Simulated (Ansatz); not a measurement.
**C₃H₆SSe: one species, many methods**

One table from this session's results is given with a row withheld; the runs are named, their logs left out.

Computed with Ansatz 0.2.0, Gaussian basis. Level: functionals in def2-TZVPP, the program's frozen cores in correlated methods.

The runs, in order: PBE-D4, r2SCAN-D4, PBE0-D4, B3LYP-D4, ωB97X-V, ωB97M-V, B2PLYP; CCSD(T)/def2-TZVPP; MP2/def2-QZVPP; extrapolation to the limit.

## The relaxed structure

An earlier PBE0-D4 in a triple-zeta def2 set relaxation fixed the geometry.

SMILES `C=C(S)C[SeH]`, 11 atoms, charge 0, spin multiplicity 1.

Atoms are counted from 1 here; the program's logs count them from 0.

Bond lengths: C1–C2 1.331 Å, C1–H6 1.084 Å, C1–H7 1.083 Å, C2–S3 1.761 Å, C2–C4 1.491 Å, S3–H8 1.348 Å, C4–Se5 1.975 Å, C4–H9 1.089 Å, C4–H10 1.089 Å, Se5–H11 1.468 Å. Angles: C2–C1–H6 120.4°, C2–C1–H7 121.8°, H6–C1–H7 117.7°, C1–C2–S3 120.4°, C1–C2–C4 122.0°, S3–C2–C4 117.5°, C2–S3–H8 95.1°, C2–C4–Se5 111.6°, C2–C4–H9 111.1°, C2–C4–H10 110.4°, Se5–C4–H9 106.1°, Se5–C4–H10 107.8°, H9–C4–H10 109.7°, C4–Se5–H11 95.4°.

The first run:

File in.yaml:

```yaml
crystal:
  periodic: [false, false, false]
  atoms:
    - {symbol: C, position_ang: [0.963567, 0.412399, 1.553778]}
    - {symbol: C, position_ang: [0.156675, -0.171668, 0.670396]}
    - {symbol: S, position_ang: [-0.391739, -1.825662, 0.922165]}
    - {symbol: C, position_ang: [-0.393762, 0.564934, -0.502750]}
    - {symbol: Se, position_ang: [0.244339, -0.202819, -2.206382]}
    - {symbol: H, position_ang: [1.226277, 1.458843, 1.448999]}
    - {symbol: H, position_ang: [1.364850, -0.125156, 2.403648]}
    - {symbol: H, position_ang: [-0.475901, -2.125252, -0.389629]}
    - {symbol: H, position_ang: [-1.480709, 0.500809, -0.530293]}
    - {symbol: H, position_ang: [-0.087776, 1.609305, -0.472931]}
    - {symbol: H, position_ang: [-1.060420, -0.152731, -2.876400]}
basis:
  gaussian: {orbitals: def2-TZVPP}
hamiltonian: {xc: pbe, dispersion: d4}
output: {forces: true, orbitals: {seedname: orbitals}}
```

On the command line:

```
$ ansatz run in.yaml --threads 4 --pin off --events-out ev --progress --plain --max-ram 10444MiB
```

Steps of the session up to this table: PBE-D4 (GGA); r2SCAN-D4 (meta-GGA); PBE0-D4 (hybrid); B3LYP-D4 (hybrid); ωB97X-V (range-separated); ωB97M-V (range-separated); B2PLYP (double hybrid); CCSD(T) in def2-TZVPP; MP2 in def2-QZVPP.

One of the session's tables, all rows but one given; the rest of the session is left out.

It belongs to the step «Atomisation energies». 

```
            method  atomisation energy (kcal/mol)
            PBE-D4                          988.4
         r2SCAN-D4                          965.7
           PBE0-D4                          969.6
          B3LYP-D4                          960.7
           ωB97X-V                          962.2
           ωB97M-V                          962.4
            B2PLYP                          948.4
     HF/def2-TZVPP                          684.1
    MP2/def2-TZVPP                          951.1
   CCSD/def2-TZVPP                          918.3
CCSD(T)/def2-TZVPP                              ?
           MP2/CBS                          976.7
       CCSD(T)/CBS                          961.7
```

Estimate the missing values for CCSD(T)/def2-TZVPP.

**Answer.** atomisation energy (kcal/mol): 936.2. In the column «atomisation energy (kcal/mol)» it lies between CCSD/def2-TZVPP (918.3) and B2PLYP (948.4).
